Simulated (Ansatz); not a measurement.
**GaSb2Te2: what a guessed cell relaxes into**

The task: take a trial cell of GaSb2Te2 to zero force and stress.

Computed with Ansatz 0.2.0 (DFT PBE, scalar-relativistic, plane waves, PAW, unless a step's input says otherwise).

### Step 1. Starting point

It takes space group P6/mmm (No. 191, hexagonal). The conventional cell has a = 4.646 Å, b = 4.646 Å, c = 9.389 Å, α = 90.00°, β = 90.00°, γ = 120.00°. Ga (site symmetry 6/mmm) is surrounded by 6 Sb at 2.68 Å. Sb (site symmetry -6m2) is surrounded by 3 Sb at 2.68 Å and 3 Ga at 2.68 Å. Around Te (site symmetry -6m2) lie 3 Te at 2.68 Å.

Coordinates:

```cif
data_structure
_symmetry_space_group_name_H-M 'P6/mmm'
_symmetry_Int_Tables_number 191
_cell_length_a 4.6463
_cell_length_b 4.6463
_cell_length_c 9.3894
_cell_angle_alpha 90.000
_cell_angle_beta 90.000
_cell_angle_gamma 120.000
_cell_volume 175.55
loop_
_atom_site_label
_atom_site_type_symbol
_atom_site_symmetry_multiplicity
_atom_site_Wyckoff_symbol
_atom_site_fract_x
_atom_site_fract_y
_atom_site_fract_z
_atom_site_occupancy
Ga1 Ga 1 b 0.00000 0.00000 0.50000 1
Sb1 Sb 2 d 0.33333 0.66667 0.50000 1
Te1 Te 2 c 0.33333 0.66667 0.00000 1
```

A structure generator made this guess: random cell by space group and Wyckoff sites (P6/mmm, No. 191). Lengths come from tabulated atomic sizes and are only a guess.

### Step 2. The guess as it stands, on a coarse mesh

The input, input.yaml:

```yaml
crystal:
  lattice:
    - [4.6463468, 0.0, 0.0]
    - [-2.3231734, 4.02385436, 0.0]
    - [0.0, 0.0, 9.38941382]
  atoms:
    - { symbol: Ga, position: [0.0, 0.0, 0.5] }
    - { symbol: Sb, position: [0.33333333, 0.66666667, 0.5] }
    - { symbol: Sb, position: [0.66666667, 0.33333333, 0.5] }
    - { symbol: Te, position: [0.33333333, 0.66666667, 0.0] }
    - { symbol: Te, position: [0.66666667, 0.33333333, 0.0] }
basis:
  ecutwfc: 420
kpoints:
  mp_grid: { grid: [6, 6, 2] }
hamiltonian:
  xc: pbe
scf:
  occupations: { method: gaussian, width: 0.1 }
  lower_state_search: "off"
output:
  forces: true
  stress: true
  eigenvalues: true
```

On the command line:

```bash
$ ansatz run input.yaml --threads 1 --pin off --max-ram 2560MiB --backend cpu --events-out ev --progress --plain --runs-dir out
```

The session goes on with these runs: a loose first relaxation; another rough relaxation; final relaxation.

Q: Predict the outcome of this session. Wanted: conventional cell; volume; energy over the elements; gap on the mesh.

The runs gave:

| quantity | value |
| --- | --- |
| symmetry at the end (tolerance 0.05 Å) | space group P6/mmm (No. 191) |
| conventional cell | a = 5.623 Å, b = 5.623 Å, c = 6.093 Å, α = 90.00°, β = 90.00°, γ = 120.00° |
| volume | 33.37 Å³/atom |
| energy over the elements | +0.22 eV/atom |
| gap on the mesh | none (metal) |

**Reading.** The space group P6/mmm (No. 191) is kept, and the volume per atom shrinks by 4.9 % from the first guess. The formation energy is positive, so the separate elements lie lower. No finished test with a distortion of lower symmetry is shown, so the end may be a saddle point. Spin-orbit coupling is left out for Sb, Te.
